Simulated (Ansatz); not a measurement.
Crystal: Lu2Ge3.

```
CELL_PARAMETERS angstrom
6.84883 0.00000 0.00000
0.00000 2.16350 3.77106
0.00000 -2.16350 3.77106
ATOMIC_POSITIONS crystal
Lu 0.27077 0.00004 0.00004
Lu 0.72923 0.00004 0.00004
Ge 0.00000 0.33361 0.33361
Ge 0.50000 0.33318 0.33318
Ge 0.00000 0.66651 0.66651
```

The cell comes from a database or a generator and needn't be the stable form of this composition.

| Item | Value |
| --- | --- |
| Program | Ansatz 0.2.0 |
| Task | single point |
| Functional | PBE |
| Potentials or basis | Ansatz PAW |
| Cutoff | 420 eV (not typed: the program's choice for these potentials) |
| k mesh | 4 × 7 × 7 |
| Occupations | fermi-dirac, width 0.05 eV |
| Spin | no spin polarisation |

On this cell: pressure 1.0 GPa; largest force 0.185 eV/Å; band gap on the k mesh none (metal or under the smearing width).

The same run follows on a disturbed copy (atoms moved at random, drawn with an rms of 0.05 Å):

```
Lu Ge
1.0
     6.84883    0.00000    0.00000
     0.00000    2.16350    3.77106
     0.00000   -2.16350    3.77106
Lu Ge
2 3
Direct
  0.26860 0.00694 0.99125
  0.72257 0.01234 0.98637
  0.99991 0.33682 0.33409
  0.50036 0.33956 0.32897
  0.00897 0.65315 0.67859
```

Task: What changes?

Result: The energy (extrapolated to zero smearing) moves by +9.3 meV/atom; pressure 1.2 GPa; largest force 0.649 eV/Å; band gap on the k mesh none (metal or under the smearing width).

Forces on the atoms (eV/Å):
```
Lu  -0.141 -0.150  0.054
Lu   0.618 -0.190  0.059
Ge  -0.146 -0.213 -0.088
Ge  -0.083  0.085 -0.096
Ge  -0.247  0.468  0.071
```

Stress tensor (GPa, compression positive):
```
 0.36 -0.13  0.01
-0.13  1.58 -0.66
 0.01 -0.66  1.53
```
